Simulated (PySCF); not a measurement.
# Ways to converge the SCF of TeC

Aim: find out which solver settings change the answer for TeC.

The runs use PySCF 2.14.0; method and basis as typed in the scripts.

3 further runs of the same task are left out: 2 for a known fault of the program, 1 that didn't finish.

**1. The starting structure**

TeC: 2 atoms, charge 0, spin multiplicity 1.

Bond lengths: Te1–C2 2.131 Å.

**2. The run that the others are compared with**

Contents of input.py:

```python
from pyscf import gto, scf
from pyscf.geomopt.geometric_solver import optimize

mol = gto.M(
    atom='Te 0 0 0; C 0 0 2.131',
    basis='lanl2dz',
    ecp={'Te': 'lanl2dz'},
    charge=0,
    spin=0,
    verbose=4,
)
mf = scf.RHF(mol)
mf.kernel()
mol_eq = optimize(mf, maxsteps=30)
print('optimised geometry (angstrom)')
print(mol_eq.tostring('raw'))
print('orbital energies (hartree):', mf.mo_energy[..., max(0, mol.nelec[1]-3):mol.nelec[0]+3].round(4))
```

The run is started by

```bash
OMP_NUM_THREADS=1 python input.py
```

Its log is not repeated here.

It gives: at the starting geometry E(SCF) = -45.539914 Eh, 10 cycles, optimised bond 1.911 Å in 5 steps; the optimisation lowers the energy by 0.548 eV.

**3. Second-order solver on**

Variant 1 changes second-order solver: off → on.

Contents of input.py:

```python
from pyscf import gto, scf
from pyscf.geomopt.geometric_solver import optimize

mol = gto.M(
    atom='Te 0 0 0; C 0 0 2.131',
    basis='lanl2dz',
    ecp={'Te': 'lanl2dz'},
    charge=0,
    spin=0,
    verbose=4,
)
mf = scf.RHF(mol)
mf = mf.newton()
mf.kernel()
mol_eq = optimize(mf, maxsteps=30)
print('optimised geometry (angstrom)')
print(mol_eq.tostring('raw'))
print('orbital energies (hartree):', mf.mo_energy[..., max(0, mol.nelec[1]-3):mol.nelec[0]+3].round(4))
```

The run is started by

```bash
OMP_NUM_THREADS=1 python input.py
```

**4. Point-group symmetry on**

Variant 2 changes point-group symmetry: off → on.

Changes to input.py since step 2:

```diff
@@ -9,2 +9,3 @@
     spin=0,
+    symmetry=True,
     verbose=4,
```

**5. Level shift 0.3 hartree**

Variant 3 changes level shift: none → 0.3 hartree.

Changes to input.py since step 2:

```diff
@@ -12,2 +12,3 @@
 mf = scf.RHF(mol)
+mf.level_shift = 0.3
 mf.kernel()
```

**6. DIIS space 4**

Variant 4 changes DIIS space: default → 4.

Changes to input.py since step 2:

```diff
@@ -12,2 +12,3 @@
 mf = scf.RHF(mol)
+mf.diis_space = 4
 mf.kernel()
```

**7. Convergence threshold 0.001 hartree**

Variant 5 changes convergence threshold: default → 0.001 hartree.

Changes to input.py since step 2:

```diff
@@ -12,2 +12,3 @@
 mf = scf.RHF(mol)
+mf.conv_tol = 0.001
 mf.kernel()
```

**8. Initial guess chk**

Variant 6 changes initial guess: minao → chk.

Changes to input.py since step 2:

```diff
@@ -12,2 +12,3 @@
 mf = scf.RHF(mol)
+mf.init_guess = 'chk'
 mf.kernel()
```

**Question.** What will these runs give? Wanted: for each run, E(SCF); from base; gap; after the SCF.

As calculated:

| run | E(SCF) (hartree) | from base (eV) | cycles | gap (eV) | after the SCF |
| --- | --- | --- | --- | --- | --- |
| base | -45.539914 | 0 | 10 | 9.43 | bond 1.911 Å, -0.548 eV |
| second-order solver on | -45.539914 | 0.0000 | 4 macro | 9.43 | bond 1.911 Å, -0.548 eV |
| point-group symmetry on | -45.539914 | 0.0000 | 10 | 9.43 | bond 1.911 Å, -0.548 eV |
| level shift 0.3 hartree | -45.539914 | 0.0000 | 16 | 9.43 | bond 1.911 Å, -0.548 eV |
| DIIS space 4 | -45.539914 | 0.0000 | 10 | 9.43 | bond 1.911 Å, -0.548 eV |
| convergence threshold 0.001 hartree | -45.539910 | not comparable | 6 | 9.44 | bond 1.912 Å, -0.548 eV |
| initial guess chk | -45.539914 | 0.0000 | 10 | 9.43 | bond 1.911 Å, -0.548 eV |

SCF columns refer to the geometry typed in the script.

Distance from each run's final energy (log10 hartree) by cycle:

| run | cycle 1 | cycle 2 | cycle 3 | cycle 5 | cycle 8 | cycle 12 |
| --- | --- | --- | --- | --- | --- | --- |
| base | -1.1 | -1.0 | -2.1 | -3.2 | -8.1 | done |
| second-order solver on | -3.1 | -8.1 | < -11 | done | done | done |
| point-group symmetry on | -1.1 | -1.0 | -2.1 | -3.2 | -8.1 | done |
| level shift 0.3 hartree | -1.2 | -1.7 | -2.3 | -2.9 | -4.6 | -7.2 |
| DIIS space 4 | -1.1 | -1.0 | -2.1 | -3.2 | -8.3 | done |
| convergence threshold 0.001 hartree | -1.1 | -1.0 | -2.1 | -3.2 | done | done |
| initial guess chk | -1.1 | -1.0 | -2.1 | -3.2 | -8.1 | done |

**Reading.** No change of the SCF energy comes from second-order solver on or point-group symmetry on or level shift 0.3 hartree or DIIS space 4 or initial guess chk. PySCF falls back to minao for a guess that it doesn't know or can't read, so that run repeats the base. The base needs 10 cycles and the run with level shift 0.3 hartree needs 16. Rows marked «poor choice» come from settings spoiled on purpose.
